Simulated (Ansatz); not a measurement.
I need harmonic frequencies at the relaxed geometry of CH4F2OSi2, SMILES OC1[SiH2][Si]1(F)F. Use the Python package of Ansatz (0.2.0). Level of theory (for the species named): PBE, def2-SVP basis, multiplicity 1, D4 dispersion.

Contents of `ch4f2osi2.xyz`:
```text
10

O    -0.65960    0.29110    1.63630
C    -0.60890   -0.04970    0.22680
Si    0.88050   -0.97320   -0.29810
Si    0.41410    1.07790   -0.92600
F     0.82820    2.36990   -0.18490
F    -0.53680    1.34380   -2.22490
H    -1.12550   -0.34340    2.16620
H    -1.47770   -0.39260   -0.23960
H     1.82160   -1.20540    0.91640
H     0.54720   -2.16960   -1.06920
```

`freq_ch4f2osi2.py`:
```python
"""Vibrations of CH4F2OSi2."""

import itertools

import ansatz as az
from ase.data import atomic_numbers, covalent_radii
import numpy as np

SETTINGS = {
    "basis": "def2-SVP",
    "functional": "PBE",
    "dispersion": "d4",
}

mol = az.Crystal.molecule_from_extxyz("ch4f2osi2.xyz")

setup = mol.calculation()
setup = setup.basis(gaussian=SETTINGS["basis"])
setup = setup.functional(SETTINGS["functional"], dispersion=SETTINGS["dispersion"])
symbols = [site.symbol for site in mol.cartesian_sites]
start = np.array([site.position_ang for site in mol.cartesian_sites], dtype=float)
summary = setup.relax(force_tolerance=0.003).run(threads=1).report
end = np.array(summary["positions_ang"])

# pairs closer than 1.2 times the sum of covalent radii, before or after
radius = [covalent_radii[atomic_numbers[s]] for s in symbols]
span = lambda where, i, j: np.linalg.norm(where[i] - where[j])
bonded = [(i, j) for i, j in itertools.combinations(range(len(symbols)), 2) if min(span(start, i, j), span(end, i, j)) < 1.2 * (radius[i] + radius[j])]
print("pair        before    after (A)")
for i, j in bonded:
    print(f"{symbols[i]}{i}-{symbols[j]}{j}".ljust(10), f"{span(start, i, j):8.4f} {span(end, i, j):8.4f}")

# same settings at the minimum
minimum = az.Crystal.molecule()
for symbol, place in zip(symbols, end):
    minimum = minimum.atom(symbol, place.tolist())
vibrating = (
    minimum.calculation()
    .basis(gaussian=SETTINGS["basis"])
    .functional(SETTINGS["functional"], dispersion=SETTINGS["dispersion"])
    .phonons(temperatures=(298.15, 498.15, 100))
)
vib = vibrating.run(threads=1).report["vibrations"]
sums = vib["harmonic_sums"]
modes = [m["omega_inv_cm"] for m in sums["modes_at_gamma"] if m["rigid_motion"] == "no"]
for number, w in enumerate(modes, start=1):
    print(f"mode {number:2d} {w:9.1f} 1/cm {w / 8065.544 * 1000:8.2f} meV")
print("imaginary modes:", sum(w < 0 for w in modes), " zero-point energy:", round(sums["zero_point_energy_ev"], 4), "eV")
print("T (K)   F_vib (eV)   S_vib (meV/K)   C_vib (meV/K)")
for row in zip(sums["temperatures_k"], sums["vibrational_free_energy_ev"], vib["entropy_ev_per_k"], vib["heat_capacity_ev_per_k"]):
    print(f"{row[0]:6.1f} {row[1]:11.4f} {1000 * row[2]:13.4f} {1000 * row[3]:15.4f}")
```

```console
$ python freq_ch4f2osi2.py
pair        before    after (A)
O0-C1        1.4510   1.3928
O0-H6        0.9489   0.9759
C1-Si2       1.8294   1.9978
C1-Si3       1.9097   1.8690
C1-H7        1.0440   1.1307
Si2-Si3      2.1952   2.2685
Si2-H8       1.5539   1.5029
Si2-H9       1.4619   1.5036
Si3-F4       1.5460   1.6298
Si3-F5       1.6316   1.6317
mode  1      97.9 1/cm    12.13 meV
mode  2     120.1 1/cm    14.90 meV
mode  3     199.2 1/cm    24.70 meV
mode  4     222.5 1/cm    27.59 meV
mode  5     249.1 1/cm    30.89 meV
mode  6     269.8 1/cm    33.45 meV
mode  7     331.3 1/cm    41.07 meV
mode  8     398.7 1/cm    49.43 meV
mode  9     425.7 1/cm    52.78 meV
mode 10     515.7 1/cm    63.94 meV
mode 11     554.8 1/cm    68.79 meV
mode 12     597.5 1/cm    74.08 meV
mode 13     646.5 1/cm    80.15 meV
mode 14     858.5 1/cm   106.43 meV
mode 15     879.9 1/cm   109.09 meV
mode 16     896.1 1/cm   111.10 meV
mode 17     931.4 1/cm   115.47 meV
mode 18    1129.9 1/cm   140.09 meV
mode 19    1180.9 1/cm   146.42 meV
mode 20    1327.2 1/cm   164.56 meV
mode 21    2150.4 1/cm   266.61 meV
mode 22    2182.0 1/cm   270.53 meV
mode 23    2799.3 1/cm   347.07 meV
mode 24    3673.6 1/cm   455.47 meV
imaginary modes: 0  zero-point energy: 1.4034 eV
T (K)   F_vib (eV)   S_vib (meV/K)   C_vib (meV/K)
 298.1      1.2950        0.8583          0.9763
 398.1      1.1933        1.1704          1.1810
 498.1      1.0619        1.4521          1.3310
```

The frequencies are harmonic and unscaled, in a modest basis. The result belongs to the one conformer reached from this start, and soft torsions count as harmonic oscillators. The whole script took 3.2 min on 1 thread of Arm Neoverse V2, with other jobs on the host, peak memory 0.23 GiB.

(A comment or docstring line of the script was reworded after the run, the code is as it ran; lines on the test bed's own set-up are left out of the output.)
